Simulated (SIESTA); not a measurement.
Crystal: Mo2N.

```
CELL_PARAMETERS angstrom
1.44078 0.83184 5.00210
-1.44078 0.83184 5.00210
0.00000 -1.66367 5.00210
ATOMIC_POSITIONS crystal
Mo 0.75711 0.75711 0.75711
Mo 0.24289 0.24289 0.24289
N 0.00000 0.00000 0.00000
```

The cell comes from a database or a generator and needn't be the stable form of this composition.

```yaml
Program: SIESTA 5.4.2
Task: single point
Functional: PBEsol
Potentials_or_basis: PseudoDojo 0.4 standard (PBEsol files)
Basis: DZP (energy shift 0.003 Ry; two zetas on semicore shells)
Grid_cutoff: 800 Ry
Energy_shift: 0.003 Ry
k_mesh: 11 × 11 × 11
Occupations: fermi-dirac, width 0.05 eV
Spin: no spin polarisation
```

On this cell: pressure -2.2 GPa; largest force 0.119 eV/Å; band gap on the k mesh none (metal or under the smearing width).

The same run follows on a disturbed copy (atoms moved at random, drawn with an rms of 0.05 Å):

```
CELL_PARAMETERS angstrom
1.44078 0.83184 5.00210
-1.44078 0.83184 5.00210
0.00000 -1.66367 5.00210
ATOMIC_POSITIONS crystal
Mo 0.75799 0.75760 0.75406
Mo 0.23662 0.23205 0.26115
N 0.01008 0.98800 0.00555
```

What does the disturbed cell give?

The energy (extrapolated to zero smearing) moves by +4.9 meV/atom; pressure -1.6 GPa; largest force 0.597 eV/Å; band gap on the k mesh none (metal or under the smearing width).

Forces on the atoms (eV/Å):
```
Mo   0.131 -0.151  0.563
Mo   0.064  0.201 -0.191
N   -0.194 -0.051 -0.373
```

Stress tensor (GPa, compression positive):
```
-1.28  0.27  0.32
 0.27  1.05 -1.34
 0.32 -1.34 -4.51
```

Caveats: the basis of atomic orbitals isn't converged, which shifts pressures, moduli and gaps.
